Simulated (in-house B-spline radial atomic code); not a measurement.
**P³⁺: excited configurations**

Wanted: excitation energies of P³⁺ as differences of total energies (ΔSCF).

Method: non-relativistic r2SCAN0, spin-polarised, spherical density, exact exchange averaged over the configuration, point nucleus, basis-set limit. Code: in-house B-spline radial atomic code version 1.

## 1. The system

| Quantity | Value |
| --- | --- |
| element | phosphorus (Z = 15) |
| charge | +3 |
| electrons | 12 |
| configuration | [Ne] 3s2 |
| Hamiltonian | non-relativistic |
| nucleus | point |

Outer shells as boxes (Hund's rule):

[Ne] 3s2
```
[Ne] core
3s [↑↓]
```

Where spins are not typed, each open shell is filled with up spins first.

Settings of the run:

```ini
Z = 15
electrons = 12.0
configuration = [Ne] 3s2
hamiltonian = nr
method = r2scan0
spin_polarised = True
exact_exchange = averaged over the configuration
```

The reference is known from an earlier run: -339.010065 hartree in all. Up to eight levels, counted from the top:

| orbital | occupation | energy (eV) | <r> (bohr) |
| --- | --- | --- | --- |
| 1s down | 1 | -2151.56 | 0.1039 |
| 1s up | 1 | -2151.56 | 0.1039 |
| 2s down | 1 | -222.87 | 0.5170 |
| 2s up | 1 | -222.87 | 0.5170 |
| 2p down | 3 | -170.74 | 0.4825 |
| 2p up | 3 | -170.74 | 0.4825 |
| 3s down | 1 | -46.973 | 1.685 |
| 3s up | 1 | -46.973 | 1.685 |

## 2. [Ne] 3s1 3p1

Settings of the run:

```ini
Z = 15
electrons = 12.0
configuration = [Ne] 3s1 3p1
hamiltonian = nr
method = r2scan0
spin_polarised = True
exact_exchange = averaged over the configuration
```

The run is started by

```sh
$ python run_scf.py task.json out
```

The settings of every run stand in task.json; they run in order.

## 3. Run with [He] 2s1 2p6 3s2 4d1

The settings differ from step 2 so:

```diff
@@ -2,3 +2,3 @@
 electrons = 12.0
-configuration = [Ne] 3s1 3p1
+configuration = [He] 2s1 2p6 3s2 4d1
 hamiltonian = nr
```

## 4. [Ne] 3s1 4d1

The settings differ from step 3 so:

```diff
@@ -2,3 +2,3 @@
 electrons = 12.0
-configuration = [He] 2s1 2p6 3s2 4d1
+configuration = [Ne] 3s1 4d1
 hamiltonian = nr
```

## 5. [He] 2s2 2p5 3s2 4s1

The settings differ from step 4 so:

```diff
@@ -2,3 +2,3 @@
 electrons = 12.0
-configuration = [Ne] 3s1 4d1
+configuration = [He] 2s2 2p5 3s2 4s1
 hamiltonian = nr
```

## 6. Run with [Ne] 3s1 4p1

The settings differ from step 5 so:

```diff
@@ -2,3 +2,3 @@
 electrons = 12.0
-configuration = [He] 2s2 2p5 3s2 4s1
+configuration = [Ne] 3s1 4p1
 hamiltonian = nr
```

## 7. Run with [He] 2s2 2p5 3s2 3p1

The settings differ from step 6 so:

```diff
@@ -2,3 +2,3 @@
 electrons = 12.0
-configuration = [Ne] 3s1 4p1
+configuration = [He] 2s2 2p5 3s2 3p1
 hamiltonian = nr
```

How far above the reference does each configuration lie (order and size, in eV)?

**Answer**, as computed:

| net move | configuration | 2|M_S|+1 | energy above the reference (eV) | largest <r> (bohr) |
| --- | --- | --- | --- | --- |
| 3s → 3p | [Ne] 3s1 3p1 | 3 | 7.784 | 1.82 |
| 3s → 4p | [Ne] 3s1 4p1 | 3 | 30.838 | 3.98 |
| 3s → 4d | [Ne] 3s1 4d1 | 3 | 35.377 | 4.66 |
| 2p → 3p | [He] 2s2 2p5 3s2 3p1 | 3 | 137.16 | 1.70 |
| 2p → 4s | [He] 2s2 2p5 3s2 4s1 | 3 | 159.38 | 3.46 |
| 2s → 4d | [He] 2s1 2p6 3s2 4d1 | 3 | 218.80 | 4.42 |

What this shows: The energies run from 7.784 eV (3s → 3p) to 218.80 eV (2s → 4d). 3 of them lie more than 60 % above minus the reference's highest level (46.973 eV), in the range where a state can decay by emitting an electron. The reference has 2|M_S|+1 = 1; 6 of the configurations differ from it in spin. These are spherical averages at the typed spins, not spectroscopic levels.
